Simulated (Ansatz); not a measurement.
The system is MgGe2.

```
Ge Mg
1.0
     5.52149   -1.84985    0.00000
     5.52149    1.84985    0.00000
    -3.21762    0.00000    6.00777
Ge Mg
4 2
Direct
  0.52923 0.52923 0.29362
  0.47077 0.47077 0.70638
  0.88039 0.88039 0.98544
  0.11961 0.11961 0.01456
  0.81529 0.81529 0.34925
  0.18471 0.18471 0.65075
```

The cell comes from a database or a generator and needn't be the stable form of this composition.

| Item | Value |
| --- | --- |
| Program | Ansatz 0.2.0 |
| Task | relaxation of cell and atoms |
| Functional | PBE |
| Potentials or basis | Ansatz PAW |
| Cutoff | 420 eV (not typed: the program's choice for these potentials) |
| k mesh | 8 × 8 × 5 |
| Occupations | fermi-dirac, width 0.05 eV |
| Spin | no spin polarisation |

At the start: volume 20.45 Å³/atom.

Problem. How do energy, volume and symmetry change on relaxing?

Solution. It ends after 18 steps and the volume is 21.22 Å³/atom (+3.7 %); space group P-3m1 (No. 164, to 0.05 Å).

Step by step:
```csv
step,energy change (eV),largest force (eV/Å),volume (Å³)
1,0.0000,0.1230,122.73
2,-0.0234,0.0796,121.53
3,-0.0454,0.0670,121.61
4,-0.0770,0.1024,122.19
5,-0.1132,0.2059,123.42
6,-0.1588,0.1509,123.92
7,-0.2055,0.1137,124.71
8,-0.2263,0.0986,124.78
9,-0.2350,0.2544,127.77
10,-0.2482,0.0969,127.95
11,-0.2577,0.0367,126.78
12,-0.2590,0.0140,127.05
13,-0.2594,0.0045,127.15
14,-0.2595,0.0021,127.12
15,-0.2596,0.0014,127.15
16,-0.2621,0.0014,127.15
17,-0.2621,0.0041,127.32
18,-0.2622,0.0041,127.32
```

Final structure:
```
Ge Mg
1.0
     5.90724   -1.94943   -0.17977
     5.90724    1.94943   -0.17977
    -3.63803    0.00000    5.63897
Ge Mg
4 2
Direct
  0.56043 0.56043 0.39334
  0.43957 0.43957 0.60666
  0.93940 0.93940 0.10639
  0.06060 0.06060 0.89361
  0.75003 0.75003 0.25019
  0.24997 0.24997 0.74981
```

Caveat: the plane-wave basis is chosen anew once the cell has moved, so the energies of steps on either side of that aren't comparable.
